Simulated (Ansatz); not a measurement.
Born–Oppenheimer molecular dynamics of a periodic cell of 16 atoms, WC (start crystal WC, start structure P-6m2, volume 1.1 times the crystal's). It starts from a structure without forces on its atoms.

The calculation used Ansatz 0.2.0, DFT PBEsol, scalar-relativistic, plane waves, PAW. Settings: accuracy low, cutoff 420 eV, k mesh 2x2x2, fermi-dirac smearing 0.24 eV, no spin polarisation.

| Quantity | Value |
| --- | --- |
| ensemble | NVT, Langevin thermostat |
| time step | 1.12 fs |
| steps asked | 180 |
| set temperature | 2800 K |
| friction | 0.02 /fs |
| seed | 17368 |

Frames 11.2 fs apart, positions in Å.

Velocities at 11.2 fs (Å/ps):

```
W -1.39 -3.62 1.76
C -15.12 0.98 20.05
W 2.81 -1.34 4.61
C -13.18 -9.63 -5.35
W 1.97 3.94 -5.16
C -3.55 2.20 11.53
W 0.40 -0.06 -5.81
C 0.65 -7.91 -3.78
W -4.18 2.84 2.83
C 3.95 1.17 -3.80
W -1.95 -1.21 0.55
C 3.16 -15.87 10.08
W 0.13 1.91 3.65
C 3.44 -5.81 -0.29
W 4.23 1.98 -0.77
C -9.16 0.55 -6.83
```

```xyz
16
Lattice="-2.9954 -5.1881 0.0000 4.4931 -2.5941 0.0000 0.0000 0.0000 5.8510" Properties=species:S:1:pos:R:3 time_fs=11.2 energy_less_start_eV=2.585 T=1476
W 0.005 -5.212 0.023
C 1.460 -4.380 1.621
W 0.031 -5.191 2.965
C 1.280 -4.351 4.312
W -1.486 -2.552 -0.059
C -0.255 -1.763 1.652
W -1.497 -2.591 2.853
C 0.170 -1.630 4.237
W 1.452 -2.582 0.026
C 2.965 -1.711 1.510
W 1.453 -2.582 2.942
C 2.971 -1.985 4.417
W -0.003 0.007 0.045
C -1.375 -4.276 1.479
W 0.051 0.009 2.894
C -1.515 -4.229 4.423
16
Lattice="-2.9954 -5.1881 0.0000 4.4931 -2.5941 0.0000 0.0000 0.0000 5.8510" Properties=species:S:1:pos:R:3 time_fs=22.4 energy_less_start_eV=2.583 T=1868
W -0.038 -5.252 0.028
C 1.354 -4.340 1.647
W 0.044 -5.214 2.989
C 1.247 -4.317 4.424
W -1.448 -2.527 -0.093
C -0.110 -1.671 1.576
W -1.500 -2.586 2.798
C 0.100 -1.734 4.351
W 1.402 -2.546 0.064
C 2.923 -1.756 1.402
W 1.476 -2.591 2.947
C 3.011 -2.110 4.560
W -0.001 0.045 0.084
C -1.464 -4.284 1.420
W 0.080 0.051 2.895
C -1.581 -4.308 4.409
16
Lattice="-2.9954 -5.1881 0.0000 4.4931 -2.5941 0.0000 0.0000 0.0000 5.8510" Properties=species:S:1:pos:R:3 time_fs=33.6 energy_less_start_eV=3.783 T=2059
W -0.099 -5.297 0.035
C 1.321 -4.319 1.444
W 0.054 -5.246 2.980
C 1.426 -4.162 4.567
W -1.439 -2.530 -0.083
C 0.035 -1.656 1.390
W -1.496 -2.595 2.793
C -0.125 -1.904 4.570
W 1.386 -2.516 0.129
C 2.902 -1.772 1.371
W 1.494 -2.571 2.942
C 3.014 -2.022 4.480
W -0.023 0.076 0.048
C -1.630 -4.109 1.289
W 0.112 0.108 2.890
C -1.494 -4.376 4.360
16
Lattice="-2.9954 -5.1881 0.0000 4.4931 -2.5941 0.0000 0.0000 0.0000 5.8510" Properties=species:S:1:pos:R:3 time_fs=44.8 energy_less_start_eV=3.957 T=2192
W -0.151 -5.300 0.049
C 1.302 -4.288 1.418
W 0.045 -5.290 2.975
C 1.750 -4.208 4.507
W -1.454 -2.543 -0.071
C 0.087 -1.573 1.433
W -1.480 -2.600 2.822
C -0.017 -1.983 4.454
W 1.391 -2.486 0.208
C 2.933 -1.669 1.446
W 1.500 -2.525 2.916
C 3.064 -1.705 4.309
W -0.026 0.084 0.017
C -1.568 -4.003 1.341
W 0.152 0.136 2.870
C -1.370 -4.348 4.253
16
Lattice="-2.9954 -5.1881 0.0000 4.4931 -2.5941 0.0000 0.0000 0.0000 5.8510" Properties=species:S:1:pos:R:3 time_fs=56.0 energy_less_start_eV=4.305 T=2061
W -0.222 -5.251 0.052
C 1.462 -4.314 1.477
W 0.037 -5.286 2.987
C 1.864 -4.350 4.204
W -1.475 -2.532 -0.060
C 0.068 -1.457 1.623
W -1.441 -2.592 2.869
C 0.225 -1.791 4.278
W 1.407 -2.474 0.247
C 2.944 -1.583 1.558
W 1.504 -2.513 2.934
C 3.124 -1.565 4.240
W -0.046 0.108 -0.018
C -1.452 -4.208 1.339
W 0.132 0.136 2.865
C -1.373 -4.275 4.381
16
Lattice="-2.9954 -5.1881 0.0000 4.4931 -2.5941 0.0000 0.0000 0.0000 5.8510" Properties=species:S:1:pos:R:3 time_fs=67.2 energy_less_start_eV=4.767 T=2048
W -0.277 -5.186 0.037
C 1.672 -4.311 1.488
W 0.035 -5.251 2.980
C 1.781 -4.277 4.027
W -1.460 -2.478 -0.051
C 0.011 -1.658 1.600
W -1.404 -2.597 2.912
C 0.328 -1.433 4.341
W 1.450 -2.482 0.246
C 2.846 -1.641 1.587
W 1.545 -2.486 2.944
C 3.053 -1.737 4.266
W -0.100 0.121 -0.032
C -1.541 -4.332 1.258
W 0.108 0.100 2.874
C -1.391 -4.211 4.537
16
Lattice="-2.9954 -5.1881 0.0000 4.4931 -2.5941 0.0000 0.0000 0.0000 5.8510" Properties=species:S:1:pos:R:3 time_fs=78.4 energy_less_start_eV=5.279 T=2105
W -0.323 -5.143 0.011
C 1.680 -4.287 1.475
W 0.064 -5.213 2.949
C 1.492 -4.101 4.267
W -1.449 -2.460 0.004
C -0.044 -1.766 1.360
W -1.396 -2.608 2.894
C 0.225 -1.173 4.495
W 1.466 -2.482 0.257
C 2.853 -1.718 1.447
W 1.583 -2.467 2.960
C 2.967 -1.773 4.356
W -0.130 0.117 -0.033
C -1.618 -4.210 1.470
W 0.069 0.057 2.869
C -1.554 -4.144 4.442
16
Lattice="-2.9954 -5.1881 0.0000 4.4931 -2.5941 0.0000 0.0000 0.0000 5.8510" Properties=species:S:1:pos:R:3 time_fs=89.6 energy_less_start_eV=4.727 T=2325
W -0.352 -5.101 -0.009
C 1.565 -4.295 1.562
W 0.125 -5.163 2.943
C 1.264 -3.990 4.577
W -1.478 -2.440 0.044
C -0.144 -1.757 1.215
W -1.396 -2.599 2.858
C 0.087 -1.547 4.487
W 1.504 -2.516 0.246
C 2.970 -1.616 1.331
W 1.597 -2.453 2.968
C 3.062 -1.700 4.423
W -0.112 0.119 -0.053
C -1.532 -4.285 1.595
W 0.035 0.032 2.871
C -1.634 -4.118 4.263
16
Lattice="-2.9954 -5.1881 0.0000 4.4931 -2.5941 0.0000 0.0000 0.0000 5.8510" Properties=species:S:1:pos:R:3 time_fs=100.8 energy_less_start_eV=5.118 T=1860
W -0.343 -5.098 -0.035
C 1.475 -4.147 1.818
W 0.179 -5.104 2.933
C 1.154 -4.109 4.710
W -1.534 -2.434 0.058
C -0.110 -1.645 1.424
W -1.403 -2.610 2.833
C -0.096 -1.991 4.426
W 1.526 -2.565 0.217
C 3.066 -1.458 1.382
W 1.571 -2.442 2.979
C 2.957 -1.530 4.334
W -0.095 0.118 -0.037
C -1.418 -4.435 1.473
W 0.016 -0.002 2.896
C -1.532 -4.206 4.307
16
Lattice="-2.9954 -5.1881 0.0000 4.4931 -2.5941 0.0000 0.0000 0.0000 5.8510" Properties=species:S:1:pos:R:3 time_fs=112.0 energy_less_start_eV=4.593 T=1865
W -0.308 -5.084 -0.059
C 1.547 -4.049 1.748
W 0.234 -5.049 2.916
C 1.273 -4.297 4.554
W -1.569 -2.428 0.049
C -0.060 -1.557 1.601
W -1.412 -2.597 2.857
C -0.148 -2.046 4.423
W 1.521 -2.580 0.157
C 2.998 -1.591 1.554
W 1.548 -2.429 3.014
C 2.963 -1.560 4.232
W -0.066 0.122 -0.032
C -1.465 -4.350 1.490
W 0.012 -0.026 2.921
C -1.488 -4.340 4.432
16
Lattice="-2.9954 -5.1881 0.0000 4.4931 -2.5941 0.0000 0.0000 0.0000 5.8510" Properties=species:S:1:pos:R:3 time_fs=123.2 energy_less_start_eV=3.958 T=2735
W -0.223 -5.063 -0.083
C 1.843 -4.107 1.543
W 0.284 -5.027 2.950
C 1.690 -4.265 4.487
W -1.563 -2.429 0.047
C 0.094 -1.563 1.450
W -1.427 -2.611 2.899
C -0.153 -1.757 4.408
W 1.491 -2.603 0.124
C 2.989 -1.733 1.670
W 1.538 -2.400 3.043
C 3.080 -1.676 4.327
W -0.028 0.120 -0.020
C -1.613 -4.167 1.488
W 0.021 -0.027 2.948
C -1.544 -4.486 4.348
16
Lattice="-2.9954 -5.1881 0.0000 4.4931 -2.5941 0.0000 0.0000 0.0000 5.8510" Properties=species:S:1:pos:R:3 time_fs=134.4 energy_less_start_eV=6.491 T=1697
W -0.130 -5.042 -0.120
C 1.893 -4.209 1.495
W 0.287 -5.051 2.979
C 1.855 -4.086 4.355
W -1.520 -2.448 0.041
C 0.259 -1.607 1.368
W -1.443 -2.595 2.953
C -0.230 -1.445 4.340
W 1.449 -2.612 0.104
C 3.051 -1.722 1.655
W 1.541 -2.386 3.068
C 3.163 -1.804 4.595
W 0.001 0.126 -0.023
C -1.706 -4.000 1.470
W 0.004 0.020 2.956
C -1.492 -4.563 4.260
```

Of the whole run (202 fs, mean temperature of the second half 2495 K): The mean temperature of the second half is 11 % below the set value. A run of 0.2 ps of so small a system gives no equilibrium averages. Limits of this set-up: coarse k mesh, low accuracy level.

Time of the run: 9 min on 1 CPU thread of a shared host.
